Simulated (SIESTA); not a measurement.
Crystal: BaSrZr2O6.

```
Ba Zr Sr O
1.0
     4.22641    0.00000    0.00000
     0.00000    4.22641    0.00000
     0.00000    0.00000    8.45195
Ba Zr Sr O
1 2 1 6
Direct
  0.50000 0.50000 0.00000
  0.00000 0.00000 0.25310
  0.00000 0.00000 0.74690
  0.50000 0.50000 0.50000
  0.00000 0.50000 0.25563
  0.00000 0.50000 0.74437
  0.00000 0.00000 0.00000
  0.00000 0.00000 0.50000
  0.50000 0.00000 0.25563
  0.50000 0.00000 0.74437
```

The cell comes from a database or a generator and needn't be the stable form of this composition.

| Property | Result |
| --- | --- |
| Program | SIESTA 5.4.2 |
| Task | single point |
| Functional | PBEsol |
| Potentials or basis | PseudoDojo 0.4 standard (PBEsol files) |
| Basis | DZP (energy shift 0.003 Ry; two zetas on semicore shells; d shell added on Ba, Sr) |
| Grid cutoff | 800 Ry |
| Energy shift | 0.003 Ry |
| k mesh | 6 × 6 × 3 |
| Occupations | fermi-dirac, width 0.05 eV |
| Spin | no spin polarisation |

On this cell: pressure -5.1 GPa; largest force 0.054 eV/Å; band gap on the k mesh 2.93 eV, indirect (least direct gap 3.19 eV).

The same run follows on a disturbed copy (atoms moved at random, drawn with an rms of 0.05 Å):

```
CELL_PARAMETERS angstrom
4.22641 0.00000 0.00000
0.00000 4.22641 0.00000
0.00000 0.00000 8.45195
ATOMIC_POSITIONS crystal
Ba 0.48618 0.50475 0.00363
Zr 0.00059 0.99773 0.25363
Zr 0.99932 0.99218 0.74735
Sr 0.50228 0.49554 0.49775
O 0.99823 0.49377 0.25921
O 0.00181 0.49650 0.74540
O 0.99709 0.00531 0.00041
O 0.00110 0.98902 0.49828
O 0.49795 0.00208 0.25456
O 0.48445 0.97986 0.73818
```

Q: What changes?

A: The energy moves by +5.7 meV/atom; pressure -4.9 GPa; largest force 0.835 eV/Å; band gap on the k mesh 2.89 eV, indirect (least direct gap 3.18 eV).

Forces in eV/Å, atoms in the order of the input:
```
Ba   0.150 -0.140 -0.148
Zr  -0.148 -0.040  0.077
Zr  -0.374  0.192 -0.173
Sr  -0.065  0.060  0.120
O    0.003  0.269 -0.096
O   -0.223 -0.314  0.028
O   -0.030 -0.158 -0.072
O   -0.183  0.097  0.215
O    0.049 -0.100 -0.054
O    0.819  0.129  0.101
```

Stress tensor (GPa, compression positive):
```
-4.79  0.00  0.02
 0.00 -4.93 -0.12
 0.02 -0.12 -5.00
```

Caveats: this set's barium file shifts pressures by up to 1 GPa against other sets; spin-orbit coupling is left out, which moves the levels of the heavy elements; an odd mesh through Γ misses points on the zone boundary, where band edges often lie; the basis of atomic orbitals isn't converged, which shifts pressures, moduli and gaps.
